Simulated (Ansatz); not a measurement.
# TePtSe3: the cost of one run

Computed with Ansatz 0.2.0 (DFT PBE, scalar-relativistic, plane waves, PAW, unless a step's input says otherwise).

## (1) The starting structure

It takes space group R-3m (No. 166, trigonal). Conventional cell: a = 7.106 Å, b = 7.106 Å, c = 10.816 Å, α = 90.00°, β = 90.00°, γ = 120.00°. Around Te (site symmetry -3m) lie 6 Se at 3.55 Å. Around Pt (site symmetry -3m) lie 6 Se at 2.73 Å. Se (site symmetry 2/m) has 2 Pt at 2.73 Å as nearest neighbours.

As a file:

```cif
data_structure
_symmetry_space_group_name_H-M 'R-3m:H'
_symmetry_Int_Tables_number 166
_cell_length_a 7.1056
_cell_length_b 7.1056
_cell_length_c 10.8161
_cell_angle_alpha 90.000
_cell_angle_beta 90.000
_cell_angle_gamma 120.000
_cell_volume 472.94
loop_
_atom_site_label
_atom_site_type_symbol
_atom_site_symmetry_multiplicity
_atom_site_Wyckoff_symbol
_atom_site_fract_x
_atom_site_fract_y
_atom_site_fract_z
_atom_site_occupancy
Te1 Te 3 b 0.33333 0.66667 0.16667 1
Pt1 Pt 3 a 0.00000 0.00000 0.00000 1
Se1 Se 9 d 0.16667 0.33333 0.83333 1
```

A structure generator made this guess: random cell by space group and Wyckoff sites (R-3m, No. 166). Its size is a rough estimate.

## (2) A first look at the guess

input.yaml

```yaml
crystal:
  lattice:
    - [3.55282228, 2.0512229, 3.60537952]
    - [-3.55282228, 2.0512229, 3.60537952]
    - [0.0, -4.1024458, 3.60537952]
  atoms:
    - { symbol: Te, position: [0.5, 0.5, 0.5] }
    - { symbol: Pt, position: [0.0, 0.0, 0.0] }
    - { symbol: Se, position: [0.0, 0.0, 0.5] }
    - { symbol: Se, position: [0.5, 0.0, 0.0] }
    - { symbol: Se, position: [0.0, 0.5, 0.0] }
basis:
  ecutwfc: 420
kpoints:
  mp_grid: { grid: [3, 3, 3] }
hamiltonian:
  xc: pbe
scf:
  occupations: { method: gaussian, width: 0.1 }
  lower_state_search: "off"
output:
  forces: true
  stress: true
  eigenvalues: true
```

Command:

```
$ ansatz run input.yaml --threads 1 --pin off --max-ram 2560MiB --backend cpu --events-out ev --progress --plain --runs-dir out
```

Q: Estimate wall time and peak memory on 1 thread of Intel Xeon 6975P-C (Granite Rapids), shared host.

About 1.7 s, with a peak of 0.48 GiB.
